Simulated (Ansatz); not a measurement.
# Zn in Ansatz: reference runs

Reference runs on Zn: the cell as given.

Everything below comes from runs of Ansatz 0.2.0. Logs are shortened: lines on timing, memory, paths and dates and some standing lists are left out, and cuts for length are marked.

## (1) The cell of the first run

The cell holds a slab with vacuum, 5 atoms: a = 2.665 Å, b = 2.665 Å, c = 24.893 Å, α = 90.00°, β = 90.00°, γ = 120.00°.

## (2) Single point, PBE (the (0 0 1) slab of Zn, cut from the database cell, not relaxed)

input.yaml reads:

```yaml
crystal:
  lattice:
    - [2.6647980532, 0.0, 0.0]
    - [-1.3323990266, 2.30778281, 0.0]
    - [0.0, 0.0, 24.8934]
  atoms:
    - { symbol: Zn, position: [0.3333333333, 0.6666666666, 0.3012846779] }
    - { symbol: Zn, position: [0.6666666667, 0.3333333334, 0.4006423389] }
    - { symbol: Zn, position: [0.3333333333, 0.6666666666, 0.5] }
    - { symbol: Zn, position: [0.6666666667, 0.3333333334, 0.5993576611] }
    - { symbol: Zn, position: [0.3333333333, 0.6666666666, 0.6987153221] }
hamiltonian:
  xc: pbe
  pseudopotentials: { kind: paw }
kpoints:
  mp_grid: { grid: [11, 11, 1] }
scf:
  occupations: { method: fermi_dirac, width: 0.05 }
output:
  forces: true
  eigenvalues: true
efield:
  axis: 3
  dipole_correction: true
  ramp_width: 0.04
```

Potentials or basis: Ansatz PAW.

Started as:

```
$ ansatz run input.yaml --threads 4 --pin off --max-ram 11264MiB --backend cpu --events-out ev --progress --plain --runs-dir out
```

The log of the run:

```text
Warning: RAYON_NUM_THREADS=4 ignored (pool sized by the plan → 4); use --threads N
Engine: ansatz 0.2.0, aarch64-unknown-linux-gnu
Pseudopotentials: kind: paw
Pseudopotential: Zn, paw, valence charge 12, recommended cutoff 420 eV (normal), Zn.paw.azcp
Functional definition: PBE
  parameter kappa = 0.804
  parameter beta = 0.06672455060314922
  exchange = pbe_x(kappa = kappa, mu = beta*pi^2/3)
  correlation = pbe_c(beta = beta)
Crystal: 5 atoms, lattice volume = 153.089 Å³
Basis set: ecut = 420 eV, 3065 PW (Γ), exchange–correlation on 36×36×360 points (8 copies of the dense FFT grid, shifted against one another)
Bands: 36, of which v1, the nominal top of the filled ones, is band 30 counted from 1 (29 counted from 0)
Symmetry: 6 space group operations
k-points: 16 of 121 (time reversal used)
Non-local potential: Zn, projectors of the file, l = 0: 2, l = 1: 2, l = 2: 3, l = 3: 1
PAW form: soft (Blöchl's): semilocal exchange-correlation on the pseudo side does not see the compensation charge
PAW one-centre angular grid: Zn, 590 points (default); XC on 64 Gauss nodes
Initial density: superposition of atomic densities (neutral atoms: chi_scale 0, normalization atom), corrected by the library's trained network
Initial wavefunctions: pseudopotential atomic-orbital guess
Functional: x = pbe(κ = 0.804, μ = 0.2195149727645171), c = pbe(β = 0.06672455060314922)
SCF iter   1: F=—  HF=-16594.853229 eV  |F-HF|=—  |Δ(HF+E_count)|=         —  Δρ=3.09e-3  dr2=3.92e-1  ethr=1.77e-3  p=0.000 e·Å  D=1.16e-13 V/Å  ΔV_dip=-0.00 eV  dr2_dipole=1.10e-7  V_vac-E_F(+/−)=4.11/4.11 eV  ⟨swp⟩=12.9  Hψ=3546  notcnv=0  defer=1
efield: sawtooth ramp at fractional position 0.9800 (placed from the atoms, in the widest stretch of the axis that holds none; the zero of the levels goes with the place), width 0.0400; the density the first Hamiltonian is built on has a dipole p = 0.000 e·Å; the dipole correction subtracts the counter field D = 1.16e-13 V/Å, which shifts the + side's vacuum level by -0.00 eV against the − side's; the planar-averaged density in the ramp window peaks in size at 3.2e-5 e/Å³
preconditioner: auto → LDOS  [metal: Δε(μ)=0.075 eV  Ē_g=10.207 eV  σ=0.050 eV  W_gap=0.36  n_scr=18 (ndim 8)  ℏωp=23.2 eV  f_vac=0.466  D(μ)=2.47/eV (n_scr^D=12)  β→1.0]
SCF iter   2: F=—  HF=-16594.832024 eV  |F-HF|=—  |Δ(HF+E_count)|=   2.12e-2  Δρ=2.12e-3  dr2=2.28e-2  ethr=6.53e-4  p=0.000 e·Å  D=4.15e-5 V/Å  ΔV_dip=-0.00 eV  dr2_dipole=1.72e-7  V_vac-E_F(+/−)=4.08/4.08 eV  ⟨swp⟩=2.6  Hψ=795  notcnv=0  defer=11
SCF iter   3: F=—  HF=-16594.832468 eV  |F-HF|=—  |Δ(HF+E_count)|=   4.44e-4  Δρ=2.25e-3  dr2=8.49e-3  ethr=3.80e-5  p=-0.000 e·Å  D=-2.19e-5 V/Å  ΔV_dip=0.00 eV  dr2_dipole=7.23e-8  V_vac-E_F(+/−)=4.06/4.06 eV  ⟨swp⟩=2.0  Hψ=1110  notcnv=0  defer=11
SCF iter   4: F=—  HF=-16594.830913 eV  |F-HF|=—  |Δ(HF+E_count)|=   1.55e-3  Δρ=1.26e-3  dr2=2.37e-3  ethr=1.41e-5  p=-0.000 e·Å  D=-6.22e-8 V/Å  ΔV_dip=0.00 eV  dr2_dipole=1.73e-8  V_vac-E_F(+/−)=4.05/4.05 eV  ⟨swp⟩=2.0  Hψ=1120  notcnv=0  defer=11
SCF iter   5: F=—  HF=-16594.830112 eV  |F-HF|=—  |Δ(HF+E_count)|=   8.01e-4  Δρ=2.05e-4  dr2=3.74e-4  ethr=3.95e-6  p=0.000 e·Å  D=2.09e-6 V/Å  ΔV_dip=-0.00 eV  dr2_dipole=6.65e-9  V_vac-E_F(+/−)=4.05/4.05 eV  ⟨swp⟩=2.0  Hψ=1106  notcnv=0  defer=11
SCF iter   6: F=—  HF=-16594.830064 eV  |F-HF|=—  |Δ(HF+E_count)|=   4.80e-5  Δρ=8.09e-5  dr2=2.51e-5  ethr=6.23e-7  p=-0.000 e·Å  D=-1.99e-6 V/Å  ΔV_dip=0.00 eV  dr2_dipole=3.60e-9  V_vac-E_F(+/−)=4.05/4.05 eV  ⟨swp⟩=2.4  Hψ=819  notcnv=0  defer=11
SCF iter   7: F=—  HF=-16594.830060 eV  |F-HF|=—  |Δ(HF+E_count)|=   3.98e-6  Δρ=4.23e-5  dr2=3.32e-6  ethr=4.18e-8  p=-0.000 e·Å  D=-6.72e-8 V/Å  ΔV_dip=0.00 eV  dr2_dipole=3.09e-10  V_vac-E_F(+/−)=4.05/4.05 eV  ⟨swp⟩=2.2  Hψ=1062  notcnv=0  defer=11
SCF iter   8: F=—  HF=-16594.830061 eV  |F-HF|=—  |Δ(HF+E_count)|=   1.33e-7  Δρ=2.86e-5  dr2=8.09e-7  ethr=5.53e-9  p=-0.000 e·Å  D=-6.55e-8 V/Å  ΔV_dip=0.00 eV  dr2_dipole=2.64e-11  V_vac-E_F(+/−)=4.05/4.05 eV  ⟨swp⟩=2.0  Hψ=1048  notcnv=0  defer=11
SCF iter   9: F=-16594.830061 eV  HF=-16594.830060 eV  |F-HF|=6.06e-8  |Δ(HF+E_count)|=   1.38e-7  Δρ=3.83e-6  dr2=1.01e-8  ethr=1.67e-10  p=-0.000 e·Å  D=-6.67e-8 V/Å  ΔV_dip=0.00 eV  dr2_dipole=1.72e-12  V_vac-E_F(+/−)=4.05/4.05 eV  ⟨swp⟩=10.6  Hψ=3659  notcnv=0
SCF 1 converged in 9 iterations: F = -16594.830061 eV  dr2 = 1.01e-8
SCF converged after 9 iterations
Free energy (F): -16594.830061 eV
Harris-Foulkes:  -16594.830060 eV  (|F-HF|=6.06e-8)
Internal energy: -16594.808129 eV  (E = F + TS)
E sigma→0 (E₀):  -16594.819095 eV
Entropy (-TS):   -0.021931 eV (-4.386 meV/atom)
Fermi energy:    3.389856 eV
Dipole field:    D = 0.000002 V/Å  (p = 0.000002 e·Å, saw-weighted, corrected)
Work function:   Φ+ = 4.0495 eV   Φ− = 4.0496 eV
Levels:          The Fermi level and band energies are counted from a zero that moves with the ramp; work functions are not
--- Per-component energies (eV) ---
  E_band       = -202.852496
  E_kinetic    = 653.460422
  E_local      = -65081.972059  (includes V_loc(G=0)·N_el)
  E_nonlocal   = 3052.435207
  E_hartree    = 31696.658645
  E_xc         = -687.346937
  E_vxc        = -261.353347  (∫ρ·V_xc dr)
  E_paw        = -9123.956794  (= ΣΔE_a)
  E_vpaw       = -1958.735086  (= ΣTr[D̂ρ^β])
  E_aug_tail   = -0.001832  (compensation charges beyond the density's cutoff)
  E_efield     = 0.000000  (sawtooth field / dipole correction)
  E_vefield    = 0.000000  (∫n·V_field dr)
  E_ewald      = 22895.915218
  E_smearing   = -0.021931  (= −TS)
  E_closure    = 0.000000  (closes the sum)
  Σ components = -16594.830061   (vs F -16594.830061, Δ=0.00e0)
--- Forces (eV/Å), atoms counted from 1 ---
  atom   1  Zn     0.00000000     0.00000000    -0.04796698
  atom   2  Zn    -0.00000000    -0.00000000     0.15411179
  atom   3  Zn     0.00000000     0.00000000     0.00000044
  atom   4  Zn     0.00000000    -0.00000000    -0.15411230
  atom   5  Zn     0.00000000     0.00000000     0.04796684
  max |Σ_I F_I| component: 2.09e-7 eV/Å
--- Band table (eV; the first three rows and the last of 16) ---
  k-point 0: bands = ["-6.6502", "-6.0927", "-5.3772", "-5.0583", "-5.0209", "-4.3279", "-4.2510", "-4.1087", "-4.1087", "-4.1077", "-4.1077", "-4.0613", "-4.0613", "-3.9857", "-3.9857", "-3.9842", "-3.9842", "-3.8687", "-3.7076", "-3.7076", "-3.6526", "-3.6526", "-3.5608", "-3.5608", "-3.5105", "-3.5105", "-3.5041", "-3.5041", "-2.7493", "-0.9053", "0.8581", "3.4080", "5.7363", "6.9533", "7.8020", "8.1028"]
  k-point 1: bands = ["-6.4081", "-5.8595", "-5.1831", "-4.9236", "-4.9103", "-4.3067", "-4.2460", "-4.1397", "-4.1351", "-4.0990", "-4.0544", "-4.0520", "-4.0160", "-4.0160", "-4.0080", "-3.9673", "-3.9323", "-3.9301", "-3.7700", "-3.7258", "-3.6770", "-3.6645", "-3.6271", "-3.5675", "-3.5659", "-3.5154", "-3.5058", "-3.4479", "-2.4990", "-0.7187", "1.1830", "3.6497", "5.9624", "7.1850", "8.0381", "8.3318"]
  k-point 2: bands = ["-5.7220", "-5.2333", "-4.7520", "-4.6611", "-4.6371", "-4.2768", "-4.2501", "-4.2153", "-4.1829", "-4.1634", "-4.0769", "-4.0532", "-4.0141", "-3.9855", "-3.9087", "-3.9010", "-3.8672", "-3.8112", "-3.7909", "-3.7868", "-3.7445", "-3.7315", "-3.6841", "-3.5934", "-3.5861", "-3.5287", "-3.5112", "-3.0995", "-1.8873", "-0.1577", "2.0901", "4.3710", "6.6378", "7.8782", "8.7418", "9.0162"]
  k-point 15: bands = ["-4.4551", "-4.4195", "-4.3544", "-4.3425", "-4.3029", "-4.2786", "-4.2496", "-4.2062", "-4.1583", "-4.1144", "-4.0620", "-4.0579", "-3.9889", "-3.9859", "-3.8753", "-3.8688", "-3.8427", "-3.8060", "-3.7566", "-3.7024", "-3.6171", "-3.5790", "-3.5508", "-3.5287", "-3.5273", "2.9495", "3.0244", "3.4196", "3.6685", "4.1808", "5.0433", "5.6310", "5.8660", "5.9617", "6.4383", "7.2123"]
```

Wall time 3.2 s (4 threads of Arm Neoverse V1, shared host); peak memory 0.43 GiB.

What came out:

```
Free energy                     : -16594.8301 eV
Largest force                   : 0.154 eV/Å
Band gap on the k mesh          : none (metal or under the smearing width)
Work function of the upper face : 4.05 eV
Work function of the lower face : 4.05 eV
Dipole across the slab          : 0.000 e·Å
```

Forces on the atoms (eV/Å):
```
Zn   0.000  0.000 -0.048
Zn   0.000  0.000  0.154
Zn   0.000  0.000  0.000
Zn   0.000  0.000 -0.154
Zn   0.000  0.000  0.048
```
